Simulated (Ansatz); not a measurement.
# H8O2Si3: levels of theory, part 2 of 3

Aim: for H8O2Si3, compare levels of theory; the runs are relaxing the atoms and phonons.

Ansatz 0.2.0; DFT PBE, Gaussian basis def2-SVP, and further levels as typed in the inputs. Earlier steps stand in the parts before.

## 6. Relaxing the atoms: PBE, Gaussian basis def2-TZVP

It takes the final geometry of step 2.

File input.yaml:

```yaml
crystal:
  periodic: [false, false, false]
  atoms:
    - { symbol: Si, position_ang: [0.04853712, -1.3602235, 0.6871315] }
    - { symbol: O, position_ang: [1.42921701, -0.68514764, 0.04530909] }
    - { symbol: Si, position_ang: [2.36801223, 0.69747762, -0.06502929] }
    - { symbol: O, position_ang: [-1.3089648, -0.86220063, -0.13945137] }
    - { symbol: Si, position_ang: [-2.39726004, 0.38793328, -0.38037954] }
    - { symbol: H, position_ang: [-0.0751606, -0.95494585, 2.13092531] }
    - { symbol: H, position_ang: [0.15586675, -2.83993795, 0.51622594] }
    - { symbol: H, position_ang: [3.76604974, 0.29008466, -0.42691327] }
    - { symbol: H, position_ang: [1.82232644, 1.61233083, -1.1273055] }
    - { symbol: H, position_ang: [2.38343949, 1.43146607, 1.25079586] }
    - { symbol: H, position_ang: [-2.67819195, 1.10059354, 0.91714699] }
    - { symbol: H, position_ang: [-1.84207109, 1.37625843, -1.36934576] }
    - { symbol: H, position_ang: [-3.67180032, -0.19368685, -0.91770296] }
basis:
  gaussian: { orbitals: def2-TZVP }
hamiltonian:
  xc: pbe
relax:
  f_tol: 0.003
  max_steps: 100
```

The run is started by

```sh
$ ansatz run input.yaml --threads 4 --pin off --max-ram 10240MiB --backend cpu --events-out ev --progress --plain --runs-dir out
```

The program printed:

```text
Warning: RAYON_NUM_THREADS=4 ignored (pool sized by the plan → 4); use --threads N
The last accepted step is kept in <dir> (removed where the run ends without a failure and the disk answers)
Engine: ansatz 0.2.0, aarch64-unknown-linux-gnu
Functional definition: PBE
  parameter kappa = 0.804
  parameter beta = 0.06672455060314922
  exchange = pbe_x(kappa = kappa, mu = beta*pi^2/3)
  correlation = pbe_c(beta = beta)
1410 factors; their error is unknown
mean field evaluation 1: about -27835.2974 eV, gradient 8.5e1 eV
mean field evaluation 2: about -27767.0408 eV, gradient 2.0e2 eV
mean field evaluation 4: about -27846.9818 eV, gradient 5.9e0 eV
mean field evaluation 8: about -27847.0869 eV, gradient 3.5e-1 eV
mean field evaluation 16: about -27847.0693 eV, gradient 7.3e-5 eV
mean field -27847.06934016 eV, -1023.3609228292 hartree, gradient 7.3e-5 eV, S^2 0.000000; 0 other end points of the search recorded, 0 dependent functions left out
the calculation of the forces begins
reference -27847.06939664 eV, -1023.3609249049 hartree; 33, 33 occupied and 188, 188 virtual orbitals, 1410 factors
relax step   1: F+E_penalty+E_count = -27847.06934016 eV  Δ(F+E_penalty+E_count) = +0.000e0 eV  max|allowed force component| = 4.467e-1 eV/Å  Δτ_max = 0.0000 Å  (28 SCF iters, accepted)
these checks for a lower state are left out or cut short: starts, cluster_reference, orbital_swaps, neighbouring_geometries, increment
1410 factors; their error is unknown
mean field -27847.09539131 eV, -1023.3618801916 hartree, gradient 1.7e-5 eV, S^2 0.000000; 0 other end points of the search recorded, 0 dependent functions left out
the calculation of the forces begins
reference -27847.09544754 eV, -1023.3618822578 hartree; 33, 33 occupied and 188, 188 virtual orbitals, 1410 factors
relax step   2: F+E_penalty+E_count = -27847.09539131 eV  Δ(F+E_penalty+E_count) = -2.605e-2 eV  max|allowed force component| = 3.113e-1 eV/Å  Δτ_max = 0.0246 Å  (30 SCF iters, accepted)
these checks for a lower state are left out or cut short: starts, cluster_reference, orbital_swaps, neighbouring_geometries, increment
1410 factors; their error is unknown
mean field -27847.10397688 eV, -1023.3621957053 hartree, gradient 1.9e-5 eV, S^2 0.000000; 0 other end points of the search recorded, 0 dependent functions left out
the calculation of the forces begins
reference -27847.10403287 eV, -1023.3621977630 hartree; 33, 33 occupied and 188, 188 virtual orbitals, 1410 factors
relax step   3: F+E_penalty+E_count = -27847.10397688 eV  Δ(F+E_penalty+E_count) = -8.586e-3 eV  max|allowed force component| = 3.121e-2 eV/Å  Δτ_max = 0.0165 Å  (30 SCF iters, accepted)
these checks for a lower state are left out or cut short: starts, cluster_reference, orbital_swaps, neighbouring_geometries, increment
1410 factors; their error is unknown
mean field evaluation 32: about -27847.1238 eV, gradient 7.1e-1 eV
mean field -27847.10416842 eV, -1023.3622027444 hartree, gradient 1.6e-5 eV, S^2 0.000000; 0 other end points of the search recorded, 0 dependent functions left out
the calculation of the forces begins
reference -27847.10422446 eV, -1023.3622048036 hartree; 33, 33 occupied and 188, 188 virtual orbitals, 1410 factors
relax step   4: F+E_penalty+E_count = -27847.10416842 eV  Δ(F+E_penalty+E_count) = -1.915e-4 eV  max|allowed force component| = 1.664e-2 eV/Å  Δτ_max = 0.0139 Å  (30 SCF iters, accepted)
these checks for a lower state are left out or cut short: starts, cluster_reference, orbital_swaps, neighbouring_geometries, increment
1410 factors; their error is unknown
mean field -27847.10427062 eV, -1023.3622065000 hartree, gradient 9.7e-6 eV, S^2 0.000000; 0 other end points of the search recorded, 0 dependent functions left out
the calculation of the forces begins
reference -27847.10432669 eV, -1023.3622085605 hartree; 33, 33 occupied and 188, 188 virtual orbitals, 1410 factors
relax step   5: F+E_penalty+E_count = -27847.10427062 eV  Δ(F+E_penalty+E_count) = -1.022e-4 eV  max|allowed force component| = 1.116e-2 eV/Å  Δτ_max = 0.0161 Å  (30 SCF iters, accepted)
these checks for a lower state are left out or cut short: starts, cluster_reference, orbital_swaps, neighbouring_geometries, increment
1410 factors; their error is unknown
mean field -27847.10438095 eV, -1023.3622105545 hartree, gradient 1.5e-5 eV, S^2 0.000000; 0 other end points of the search recorded, 0 dependent functions left out
the calculation of the forces begins
reference -27847.10443706 eV, -1023.3622126164 hartree; 33, 33 occupied and 188, 188 virtual orbitals, 1410 factors
relax step   6: F+E_penalty+E_count = -27847.10438095 eV  Δ(F+E_penalty+E_count) = -1.103e-4 eV  max|allowed force component| = 9.647e-3 eV/Å  Δτ_max = 0.0211 Å  (30 SCF iters, accepted)
these checks for a lower state are left out or cut short: starts, cluster_reference, orbital_swaps, neighbouring_geometries, increment
1410 factors; their error is unknown
mean field -27847.10452009 eV, -1023.3622156680 hartree, gradient 1.2e-5 eV, S^2 0.000000; 0 other end points of the search recorded, 0 dependent functions left out
the calculation of the forces begins
reference -27847.10457631 eV, -1023.3622177339 hartree; 33, 33 occupied and 188, 188 virtual orbitals, 1410 factors
relax step   7: F+E_penalty+E_count = -27847.10452009 eV  Δ(F+E_penalty+E_count) = -1.391e-4 eV  max|allowed force component| = 2.465e-2 eV/Å  Δτ_max = 0.0770 Å  (28 SCF iters, accepted)
these checks for a lower state are left out or cut short: starts, cluster_reference, orbital_swaps, neighbouring_geometries, increment
1410 factors; their error is unknown
mean field evaluation 64: about -27847.1046 eV, gradient 2.1e-5 eV
mean field -27847.10459042 eV, -1023.3622182525 hartree, gradient 2.1e-5 eV, S^2 0.000000; 0 other end points of the search recorded, 0 dependent functions left out
the calculation of the forces begins
reference -27847.10464661 eV, -1023.3622203174 hartree; 33, 33 occupied and 188, 188 virtual orbitals, 1410 factors
relax step   8: F+E_penalty+E_count = -27847.10459042 eV  Δ(F+E_penalty+E_count) = -7.033e-5 eV  max|allowed force component| = 1.340e-2 eV/Å  Δτ_max = 0.0068 Å  (24 SCF iters, accepted)
these checks for a lower state are left out or cut short: starts, cluster_reference, orbital_swaps, neighbouring_geometries, increment
1410 factors; their error is unknown
mean field -27847.10464314 eV, -1023.3622201900 hartree, gradient 1.0e-5 eV, S^2 0.000000; 0 other end points of the search recorded, 0 dependent functions left out
the calculation of the forces begins
reference -27847.10469931 eV, -1023.3622222543 hartree; 33, 33 occupied and 188, 188 virtual orbitals, 1410 factors
relax step   9: F+E_penalty+E_count = -27847.10464314 eV  Δ(F+E_penalty+E_count) = -5.272e-5 eV  max|allowed force component| = 3.710e-3 eV/Å  Δτ_max = 0.0032 Å  (23 SCF iters, accepted)
these checks for a lower state are left out or cut short: starts, cluster_reference, orbital_swaps, neighbouring_geometries, increment
1410 factors; their error is unknown
mean field -27847.10468217 eV, -1023.3622216242 hartree, gradient 1.6e-5 eV, S^2 0.000000; 0 other end points of the search recorded, 0 dependent functions left out
the calculation of the forces begins
reference -27847.10473834 eV, -1023.3622236885 hartree; 33, 33 occupied and 188, 188 virtual orbitals, 1410 factors
relax step  10: F+E_penalty+E_count = -27847.10468217 eV  Δ(F+E_penalty+E_count) = -3.903e-5 eV  max|allowed force component| = 2.272e-3 eV/Å  Δτ_max = 0.0061 Å  (29 SCF iters, accepted)
these checks for a lower state are left out or cut short: starts, cluster_reference, orbital_swaps, neighbouring_geometries, increment
1410 factors; their error is unknown
mean field -27847.10474611 eV, -1023.3622239740 hartree, gradient 1.7e-5 eV, S^2 0.000000; 0 other end points of the search recorded, 0 dependent functions left out
the calculation of the forces begins
reference -27847.10480229 eV, -1023.3622260385 hartree; 33, 33 occupied and 188, 188 virtual orbitals, 1410 factors
relax step  11: F+E_penalty+E_count = -27847.10474611 eV  Δ(F+E_penalty+E_count) = -6.394e-5 eV  max|allowed force component| = 9.858e-3 eV/Å  Δτ_max = 0.0441 Å  (29 SCF iters, accepted)
these checks for a lower state are left out or cut short: starts, cluster_reference, orbital_swaps, neighbouring_geometries, increment
1410 factors; their error is unknown
mean field -27847.10476667 eV, -1023.3622247295 hartree, gradient 1.1e-5 eV, S^2 0.000000; 0 other end points of the search recorded, 0 dependent functions left out
the calculation of the forces begins
reference -27847.10482284 eV, -1023.3622267937 hartree; 33, 33 occupied and 188, 188 virtual orbitals, 1410 factors
relax step  12: F+E_penalty+E_count = -27847.10476667 eV  Δ(F+E_penalty+E_count) = -2.056e-5 eV  max|allowed force component| = 4.447e-3 eV/Å  Δτ_max = 0.0079 Å  (23 SCF iters, accepted)
these checks for a lower state are left out or cut short: starts, cluster_reference, orbital_swaps, neighbouring_geometries, increment
1410 factors; their error is unknown
mean field evaluation 96: about -27847.1048 eV, gradient 5.9e-4 eV
mean field -27847.10478567 eV, -1023.3622254278 hartree, gradient 1.4e-5 eV, S^2 0.000000; 0 other end points of the search recorded, 0 dependent functions left out
the calculation of the forces begins
reference -27847.10484182 eV, -1023.3622274912 hartree; 33, 33 occupied and 188, 188 virtual orbitals, 1410 factors
relax step  13: F+E_penalty+E_count = -27847.10478567 eV  Δ(F+E_penalty+E_count) = -1.900e-5 eV  max|allowed force component| = 2.992e-3 eV/Å  Δτ_max = 0.0114 Å  (30 SCF iters, accepted)
these checks for a lower state are left out or cut short: starts, cluster_reference, orbital_swaps, neighbouring_geometries, increment
1410 factors; their error is unknown
mean field -27847.10480270 eV, -1023.3622260537 hartree, gradient 1.3e-5 eV, S^2 0.000000; 0 other end points of the search recorded, 0 dependent functions left out
the calculation of the forces begins
reference -27847.10485883 eV, -1023.3622281162 hartree; 33, 33 occupied and 188, 188 virtual orbitals, 1410 factors
relax step  14: F+E_penalty+E_count = -27847.10480270 eV  Δ(F+E_penalty+E_count) = -1.703e-5 eV  max|allowed force component| = 5.828e-3 eV/Å  Δτ_max = 0.0183 Å  (30 SCF iters, accepted)
these checks for a lower state are left out or cut short: starts, cluster_reference, orbital_swaps, neighbouring_geometries, increment
1410 factors; their error is unknown
mean field -27847.10481918 eV, -1023.3622266594 hartree, gradient 7.6e-6 eV, S^2 0.000000; 0 other end points of the search recorded, 0 dependent functions left out
the calculation of the forces begins
reference -27847.10487529 eV, -1023.3622287211 hartree; 33, 33 occupied and 188, 188 virtual orbitals, 1410 factors
relax step  15: F+E_penalty+E_count = -27847.10481918 eV  Δ(F+E_penalty+E_count) = -1.648e-5 eV  max|allowed force component| = 8.628e-3 eV/Å  Δτ_max = 0.0148 Å  (30 SCF iters, accepted)
these checks for a lower state are left out or cut short: starts, cluster_reference, orbital_swaps, neighbouring_geometries, increment
1410 factors; their error is unknown
mean field -27847.10483523 eV, -1023.3622272491 hartree, gradient 8.2e-6 eV, S^2 0.000000; 0 other end points of the search recorded, 0 dependent functions left out
the calculation of the forces begins
reference -27847.10489131 eV, -1023.3622293099 hartree; 33, 33 occupied and 188, 188 virtual orbitals, 1410 factors
relax step  16: F+E_penalty+E_count = -27847.10483523 eV  Δ(F+E_penalty+E_count) = -1.605e-5 eV  max|allowed force component| = 6.423e-3 eV/Å  Δτ_max = 0.0129 Å  (30 SCF iters, accepted)
these checks for a lower state are left out or cut short: starts, cluster_reference, orbital_swaps, neighbouring_geometries, increment
1410 factors; their error is unknown
mean field -27847.10484893 eV, -1023.3622277527 hartree, gradient 9.4e-6 eV, S^2 0.000000; 0 other end points of the search recorded, 0 dependent functions left out
the calculation of the forces begins
reference -27847.10490498 eV, -1023.3622298123 hartree; 33, 33 occupied and 188, 188 virtual orbitals, 1410 factors
relax step  17: F+E_penalty+E_count = -27847.10484893 eV  Δ(F+E_penalty+E_count) = -1.370e-5 eV  max|allowed force component| = 6.048e-3 eV/Å  Δτ_max = 0.0120 Å  (30 SCF iters, accepted)
these checks for a lower state are left out or cut short: starts, cluster_reference, orbital_swaps, neighbouring_geometries, increment
1410 factors; their error is unknown
mean field evaluation 128: about -27847.1266 eV, gradient 5.7e-4 eV
mean field -27847.10485805 eV, -1023.3622280876 hartree, gradient 7.5e-6 eV, S^2 0.000000; 0 other end points of the search recorded, 0 dependent functions left out
the calculation of the forces begins
reference -27847.10491406 eV, -1023.3622301461 hartree; 33, 33 occupied and 188, 188 virtual orbitals, 1410 factors
relax step  18: F+E_penalty+E_count = -27847.10485805 eV  Δ(F+E_penalty+E_count) = -9.114e-6 eV  max|allowed force component| = 4.128e-3 eV/Å  Δτ_max = 0.0108 Å  (30 SCF iters, accepted)
these checks for a lower state are left out or cut short: starts, cluster_reference, orbital_swaps, neighbouring_geometries, increment
1410 factors; their error is unknown
mean field -27847.10486243 eV, -1023.3622282488 hartree, gradient 1.3e-5 eV, S^2 0.000000; 0 other end points of the search recorded, 0 dependent functions left out
the calculation of the forces begins
reference -27847.10491843 eV, -1023.3622303067 hartree; 33, 33 occupied and 188, 188 virtual orbitals, 1410 factors
relax step  19: F+E_penalty+E_count = -27847.10486243 eV  Δ(F+E_penalty+E_count) = -4.388e-6 eV  max|allowed force component| = 2.518e-3 eV/Å  Δτ_max = 0.0057 Å  (24 SCF iters, accepted)
1410 factors; their error is unknown
mean field -27847.10486243 eV, -1023.3622282488 hartree, gradient 1.3e-5 eV, S^2 0.000000; 1 other end points of the search recorded, 0 dependent functions left out
the calculation of the forces begins
reference -27847.10491843 eV, -1023.3622303067 hartree; 33, 33 occupied and 188, 188 virtual orbitals, 1410 factors
Total energy: -27847.10491843 eV, -1023.3622303067 hartree
Atom 0 at     0.049950    -1.301699     0.610970 Å, force    -0.000053     0.002518    -0.002131 eV/Å
Atom 1 at     1.412473    -0.638788    -0.025955 Å, force     0.002335     0.000049     0.000793 eV/Å
Atom 2 at     2.409732     0.681054    -0.036820 Å, force    -0.001385     0.000070     0.000756 eV/Å
Atom 3 at    -1.291375    -0.814396    -0.204472 Å, force    -0.002301    -0.000454     0.000413 eV/Å
Atom 4 at    -2.440328     0.365876    -0.357568 Å, force     0.001190     0.000336     0.000984 eV/Å
Atom 5 at    -0.071332    -0.890727     2.043655 Å, force     0.000033    -0.000356    -0.000152 eV/Å
Atom 6 at     0.156475    -2.774844     0.446673 Å, force    -0.000048     0.000346     0.000393 eV/Å
Atom 7 at     3.811138     0.208171    -0.234239 Å, force    -0.001421     0.000373     0.000177 eV/Å
Atom 8 at     2.025221     1.592772    -1.156718 Å, force     0.000441    -0.000663     0.000352 eV/Å
Atom 9 at     2.306061     1.422325     1.259491 Å, force     0.000287    -0.001031    -0.001105 eV/Å
Atom 10 at    -2.603761     1.103778     0.934502 Å, force     0.000009    -0.001040    -0.001141 eV/Å
Atom 11 at    -2.033187     1.328612    -1.425568 Å, force    -0.000388    -0.000697     0.000313 eV/Å
Atom 12 at    -3.731067    -0.282132    -0.732544 Å, force     0.001301     0.000549     0.000348 eV/Å
Dipole moment:    -0.011510     0.106526     0.069470 e Å
```

Wall time 44 s (4 threads of Arm Neoverse V2, shared host); peak memory 0.31 GiB.

Step by step:

| step | energy from step 1 (eV) | largest force component (eV/Å) |
| --- | --- | --- |
| 1 | 0.0000 | 0.4467 |
| 2 | -0.0261 | 0.3113 |
| 3 | -0.0346 | 0.0312 |
| 4 | -0.0348 | 0.0166 |
| 5 | -0.0349 | 0.0112 |
| 6 | -0.0350 | 0.0096 |
| 7 | -0.0352 | 0.0247 |
| 8 | -0.0353 | 0.0134 |
| 9 | -0.0353 | 0.0037 |
| 10 | -0.0353 | 0.0023 |
| 11 | -0.0354 | 0.0099 |
| 12 | -0.0354 | 0.0044 |
| 13 | -0.0354 | 0.0030 |
| 14 | -0.0355 | 0.0058 |
| 15 | -0.0355 | 0.0086 |
| 16 | -0.0355 | 0.0064 |
| 17 | -0.0355 | 0.0060 |
| 18 | -0.0355 | 0.0041 |
| 19 | -0.0355 | 0.0025 |

Step 1 is the start.

Before: Bond lengths: Si1–O2 1.666 Å, O2–Si3 1.675 Å, Si1–O4 1.666 Å, O4–Si5 1.675 Å, Si1–H6 1.505 Å, Si1–H7 1.493 Å, Si3–H8 1.500 Å, Si3–H9 1.504 Å, Si3–H10 1.507 Å, Si5–H11 1.507 Å, Si5–H12 1.504 Å, Si5–H13 1.500 Å. Angles (14 of 20 angles, heavy atoms first): Si1–O2–Si3 145.6°, O2–Si1–O4 111.3°, Si1–O4–Si5 145.5°, O2–Si1–H6 109.2°, O2–Si1–H7 107.3°, O4–Si1–H6 109.2°, O4–Si1–H7 107.3°, O2–Si3–H8 108.3°, O2–Si3–H9 110.2°, O2–Si3–H10 110.5°, O4–Si5–H11 110.5°, O4–Si5–H12 110.2°, O4–Si5–H13 108.3°, H6–Si1–H7 112.5°.

After: Bond lengths: Si1–O2 1.644 Å, O2–Si3 1.654 Å, Si1–O4 1.644 Å, O4–Si5 1.654 Å, Si1–H6 1.495 Å, Si1–H7 1.486 Å, Si3–H8 1.492 Å, Si3–H9 1.494 Å, Si3–H10 1.497 Å, Si5–H11 1.497 Å, Si5–H12 1.494 Å, Si5–H13 1.492 Å. Angles (14 of 20 angles, heavy atoms first): Si1–O2–Si3 145.5°, O2–Si1–O4 111.4°, Si1–O4–Si5 145.5°, O2–Si1–H6 109.1°, O2–Si1–H7 107.3°, O4–Si1–H6 109.1°, O4–Si1–H7 107.3°, O2–Si3–H8 108.3°, O2–Si3–H9 109.7°, O2–Si3–H10 110.3°, O4–Si5–H11 110.3°, O4–Si5–H12 109.7°, O4–Si5–H13 108.3°, H6–Si1–H7 112.6°.

## 7. Phonons

It takes the final geometry of step 6.

File input.yaml:

```yaml
crystal:
  periodic: [false, false, false]
  atoms:
    - { symbol: Si, position_ang: [0.04994966, -1.30169866, 0.61097019] }
    - { symbol: O, position_ang: [1.41247325, -0.63878799, -0.02595511] }
    - { symbol: Si, position_ang: [2.4097324, 0.68105389, -0.03682001] }
    - { symbol: O, position_ang: [-1.2913749, -0.81439588, -0.20447174] }
    - { symbol: Si, position_ang: [-2.44032792, 0.36587616, -0.35756754] }
    - { symbol: H, position_ang: [-0.07133232, -0.89072694, 2.04365496] }
    - { symbol: H, position_ang: [0.15647458, -2.7748437, 0.44667281] }
    - { symbol: H, position_ang: [3.81113798, 0.2081711, -0.2342389] }
    - { symbol: H, position_ang: [2.02522066, 1.59277191, -1.15671848] }
    - { symbol: H, position_ang: [2.30606096, 1.42232494, 1.25949084] }
    - { symbol: H, position_ang: [-2.6037607, 1.10377787, 0.93450212] }
    - { symbol: H, position_ang: [-2.03318689, 1.32861169, -1.42556783] }
    - { symbol: H, position_ang: [-3.7310668, -0.28213238, -0.73254431] }
basis:
  gaussian: { orbitals: def2-TZVP }
hamiltonian:
  xc: pbe
phonons: {}
```

The run is started by

```sh
$ ansatz run input.yaml --threads 4 --pin off --max-ram 10240MiB --backend cpu --events-out ev --progress --plain --runs-dir out
```

The program printed (excerpt; [...] marks lines left out):

```text
Warning: RAYON_NUM_THREADS=4 ignored (pool sized by the plan → 4); use --threads N
[...]
[... 1 set-up line as earlier in the session ...]
[...]
1410 factors; their error is unknown
[...]
mean field -27847.10486035 eV, -1023.3622281721 hartree, gradient 6.3e-5 eV, S^2 0.000000; 0 other end points of the search recorded, 0 dependent functions left out
[...]
reference -27847.10491633 eV, -1023.3622302296 hartree; 33, 33 occupied and 188, 188 virtual orbitals, 1410 factors
[...]
reference -27847.10488334 eV, -1023.3622290170 hartree; 33, 33 occupied and 188, 188 virtual orbitals, 1410 factors
[...]
1410 factors; their error is unknown
[...]
mean field -27847.10482531 eV, -1023.3622268846 hartree, gradient 2.6e-6 eV, S^2 0.000000; 0 other end points of the search recorded, 0 dependent functions left out
[...]
reference -27847.10488130 eV, -1023.3622289423 hartree; 33, 33 occupied and 188, 188 virtual orbitals, 1410 factors
[...]
1410 factors; their error is unknown
```

## 8. The output, continued: pbeTZVP-v

The log, continued (excerpt; [...] marks lines left out):

```text
mean field -27847.10475670 eV, -1023.3622243633 hartree, gradient 2.8e-6 eV, S^2 0.000000; 0 other end points of the search recorded, 0 dependent functions left out
[...]
reference -27847.10481269 eV, -1023.3622264206 hartree; 33, 33 occupied and 188, 188 virtual orbitals, 1410 factors
[...]
1410 factors; their error is unknown
[...]
reference -27847.10488476 eV, -1023.3622290694 hartree; 33, 33 occupied and 188, 188 virtual orbitals, 1410 factors
[...]
1410 factors; their error is unknown
mean field -27847.10482712 eV, -1023.3622269509 hartree, gradient 2.4e-6 eV, S^2 0.000000; 0 other end points of the search recorded, 0 dependent functions left out
[...]
reference -27847.10488311 eV, -1023.3622290085 hartree; 33, 33 occupied and 188, 188 virtual orbitals, 1410 factors
```

## 9. The output, continued: pbeTZVP-v

Output, continued (excerpt; [...] marks lines left out):

```text
[...]
1410 factors; their error is unknown
mean field -27847.10485454 eV, -1023.3622279588 hartree, gradient 2.1e-6 eV, S^2 0.000000; 0 other end points of the search recorded, 0 dependent functions left out
[...]
reference -27847.10491053 eV, -1023.3622300164 hartree; 33, 33 occupied and 188, 188 virtual orbitals, 1410 factors
[...]
1410 factors; their error is unknown
[...]
Atom 11 at    -2.033187     1.328612    -1.425568 Å, force    -0.000397    -0.000695     0.000317 eV/Å
Atom 12 at    -3.731067    -0.282132    -0.732544 Å, force     0.001304     0.000550     0.000349 eV/Å
Dipole moment:    -0.011511     0.106529     0.069470 e Å
Vibrations: 23.64 25.86 34.53 39.76 85.84 99.64 289.30 555.49 614.26 660.77 694.42 701.76 705.00 721.56 745.18 879.63 918.98 920.61 924.19 925.61 932.61 954.71 964.64 1077.90 1084.14 2150.81 2155.62 2162.59 2168.51 2171.32 2182.01 2183.10 2208.37 cm⁻¹, zero-point energy 2.043407 eV
```

Run time: 1.7 min. Hardware: 4 threads of Arm Neoverse V2, shared host; peak memory 0.3 GiB.

[end of part 2 of 3]
